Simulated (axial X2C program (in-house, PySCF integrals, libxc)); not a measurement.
# A two-component session on SbB⁺: properties at the nuclei

Aim: properties at the nuclei of SbB⁺, with spin–orbit coupling in the Hamiltonian from the start.

Computed with an in-house X2C program for linear molecules on PySCF integrals. Level: two-component X2C with atomic mean-field terms, Sb dyall-cv3z, B dyall-v3z.

All values are calculated.

## 1. The job

task.json

```json
{"zs": [51, 5], "q": 1, "bas": ["dyall-cv3z", "dyall-v3z"], "r0": 2.25, "levels": ["PBE0", "HF", "TPSSh", "B3LYP", "BHandHLYP"], "nst": 3}
```

Keys: zs atomic numbers; q charge; bas basis sets; r0 starting distance in Å; levels methods (HF also brings MP2); nst determinants followed.

Started as:

```console
$ python soeom.py task.json out
```

Nuclei are Gaussian, cores are contracted, and the Gaunt term is on.

## 2. Expectation values, lowest determinant

R = 2.182 Å. State: Ω = 3/2 (excess of +ω over −ω: ω = 3/2).

Output of the PBE0 run:

```text
two-component X2C + atomic mean field  PBE0
basis functions 166  fitting functions 915  grid points 5080
iter        total energy     max residual
   1      -6502.159458670     2.39e-05
   2      -6502.159458670     2.59e-06
converged
one-electron -9033.85579805  Coulomb 2649.02319494  exact exchange -43.20670919  xc functional -132.18655624  nuclear repulsion 61.84243299  atomic mean-field constant -3.77602311
```

The highest occupied spinor is 64% Sb p, 32% B p, 3% B d.

```tsv
level	Eeff magnitude (GV/cm)	Ws magnitude Sb (kHz)	A∥/gI Sb (MHz)	qzz Sb (a.u.)	A∥/gI B (MHz)	qzz B (a.u.)
PBE0	0.846	0.53	-533	-3.29	111	-0.33
HF	0.578	0.0299	-654	-1.91	101	-0.47
TPSSh	0.436	0.376	-482	-3.33	115	-0.33
B3LYP	1.58	0.814	-446	-3.03	118	-0.34
BHandHLYP	1.91	0.968	-513	-2.42	111	-0.39
```

Eeff is the effective electric field on the electron dipole moment in this Ω state and Ws the scalar–pseudoscalar constant (defined with the proton number Z and per Ω); A∥ is the parallel hyperfine constant, which follows by multiplying with the nuclear g factor gI = μI/(I μN); qzz is the electric field gradient, eQq0 = 234.96 MHz × Q/barn × qzz. The operators were transformed with the bare-nucleus X2C matrices.

## 3. Expectation values, a higher determinant

R = 2.182 Å. State: Ω = 1/2 (excess of +ω over −ω: 2 × ω = -1/2, ω = 3/2), 0.34 eV above the lowest in the PBE0 search for states (made at or near this distance, with looser thresholds).

Output of the PBE0 run:

```text
two-component X2C + atomic mean field  PBE0
basis functions 166  fitting functions 915  grid points 5080
iter        total energy     max residual
   1      -6502.146942312     4.99e-05
   2      -6502.146942313     6.34e-06
converged
one-electron -9033.86311065  Coulomb 2649.03571801  exact exchange -43.20534583  xc functional -132.18061371  nuclear repulsion 61.84243299  atomic mean-field constant -3.77602311
```

The highest occupied spinor is 68% Sb p, 28% B p, 4% B d.

```tsv
level	Eeff magnitude (GV/cm)	Ws magnitude Sb (kHz)	A∥/gI Sb (MHz)	qzz Sb (a.u.)	A∥/gI B (MHz)	qzz B (a.u.)
PBE0	1.34	1.22	-1860	-2.43	-369	-0.40
HF	3.58	3.85	-1420	-0.81	-364	-0.53
TPSSh	1.76	1.71	-1790	-2.35	-373	-0.40
B3LYP	0.883	0.716	-1810	-2.38	-374	-0.41
BHandHLYP	1.43	1.35	-1640	-1.75	-365	-0.45
```

## 4. Expectation values, a higher determinant

R = 2.182 Å. State: Ω = 1/2 (excess of +ω over −ω: ω = 1/2), 0.54 eV above the lowest in the PBE0 search for states (made at or near this distance, with looser thresholds).

Output of the PBE0 run:

```text
two-component X2C + atomic mean field  PBE0
basis functions 166  fitting functions 915  grid points 5080
iter        total energy     max residual
   1      -6502.139744564     6.02e-05
   2      -6502.139744571     1.97e-05
   3      -6502.139744576     3.70e-05
   4      -6502.139744577     1.52e-05
   5      -6502.139744578     3.78e-06
converged
one-electron -9033.91689483  Coulomb 2649.07477931  exact exchange -43.19763150  xc functional -132.16640744  nuclear repulsion 61.84243299  atomic mean-field constant -3.77602311
```

The highest occupied spinor is 69% Sb p, 26% B p, 3% B d.

```tsv
level	Eeff magnitude (GV/cm)	Ws magnitude Sb (kHz)	A∥/gI Sb (MHz)	qzz Sb (a.u.)	A∥/gI B (MHz)	qzz B (a.u.)
PBE0	0.742	1	212	-2.47	339	-0.37
HF	0.348	0.643	281	-2.56	326	-0.44
TPSSh	0.983	1.29	209	-2.28	346	-0.37
B3LYP	0.928	1.23	178	-2.29	352	-0.39
BHandHLYP	1.03	1.38	23.5	-1.98	338	-0.42
```

## 5. Summary of results

| quantity | value |
| --- | --- |
| lowest determinant | Ω = 3/2 (excess of +ω over −ω: ω = 3/2) |
| Eeff magnitude (GV/cm), PBE0 | 0.846 |
| Ws magnitude Sb (kHz), PBE0 | 0.53 |
| A∥/gI Sb (MHz), PBE0 | -533 |
| qzz Sb (a.u.), PBE0 | -3.29 |
| higher determinant | Ω = 1/2 (excess of +ω over −ω: 2 × ω = -1/2, ω = 3/2) |
| Eeff magnitude (GV/cm), PBE0, higher determinant | 1.34 |
| Ws magnitude Sb (kHz), PBE0, higher determinant | 1.22 |
| A∥/gI Sb (MHz), PBE0, higher determinant | -1860 |
| qzz Sb (a.u.), PBE0, higher determinant | -2.43 |
| higher determinant | Ω = 1/2 (excess of +ω over −ω: ω = 1/2) |
| Eeff magnitude (GV/cm), PBE0, higher determinant | 0.742 |
| Ws magnitude Sb (kHz), PBE0, higher determinant | 1 |
| A∥/gI Sb (MHz), PBE0, higher determinant | 212 |
| qzz Sb (a.u.), PBE0, higher determinant | -2.47 |

In the first state, the effective field runs from 0.436 to 1.91 GV/cm over the mean-field levels, so the levels don't agree on it. The expectation values come from single determinants, which for open shells can mix terms of unlike spin or miss the lowest Ω, so a determinant need not be a state. Eeff is the effective electric field on the electron dipole moment in this Ω state and Ws the scalar–pseudoscalar constant (defined with the proton number Z and per Ω); A∥ is the parallel hyperfine constant, which follows by multiplying with the nuclear g factor gI = μI/(I μN); qzz is the electric field gradient, eQq0 = 234.96 MHz × Q/barn × qzz. The operators were transformed with the bare-nucleus X2C matrices.
